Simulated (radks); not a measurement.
# The Coulomb parameter U of the 4f shell of Tm

The task here is to estimate one member of a computed series from the others.

The numbers are computed with radks (a radial shooting solver on a logarithmic mesh, Libxc functionals) version 1 (scalar-relativistic Kohn-Sham, PBEsol, spin-unpolarised, spherical densities, finite nucleus), except any that are marked as measured or tabulated.

### The atom as given

| Quantity | Value |
| --- | --- |
| element | thulium (Z = 69) |
| charge | 0 |
| electrons | 69 |
| configuration | [Xe] 4f11.5 6s2 6p1.5 |
| nuclear rms radius | 5.2256 fm |

The first run:

The run's settings:

```text
Z 69
configuration [Xe] 4f11.5 6s2 6p1.5
relativity scalar-relativistic
functional pbe_sol,pbe_sol
spin unpolarised
nucleus finite rms 5.2256 fm
c 137.035999084
```

Among the steps run: Start: [Xe] 4f11.5 6s2 6p1.5.

One table of the session follows, with a row left open; its other results are not shown here.

It belongs to the step «Start: [Xe] 4f11.5 6s2 6p1.5». Radial moments (bohr):

| level | <r> | outermost maximum (interpolated) | 90 % within | nodes |
| --- | --- | --- | --- | --- |
| 4s | 0.4973 | 0.464 | 0.714 | 3 |
| 4p | 0.5275 | 0.485 | 0.767 | 2 |
| 4d | 0.5691 | 0.500 | 0.855 | 1 |
| 5s | 1.199 | 1.08 | 1.73 | 4 |
| 5p | 1.403 | 1.22 | 2.05 | 3 |
| 4f | ? | ? | ? | ? |
| 6s | 3.364 | 2.91 | 4.92 | 5 |
| 6p | 4.527 | 3.81 | 6.73 | 4 |

Estimate the missing values for 4f.

The run gave: <r>: 0.7341; outermost maximum (interpolated): 0.490; 90 % within: 1.25; nodes: 0. In the column «<r>» it lies between 4d (0.5691) and 5s (1.199).
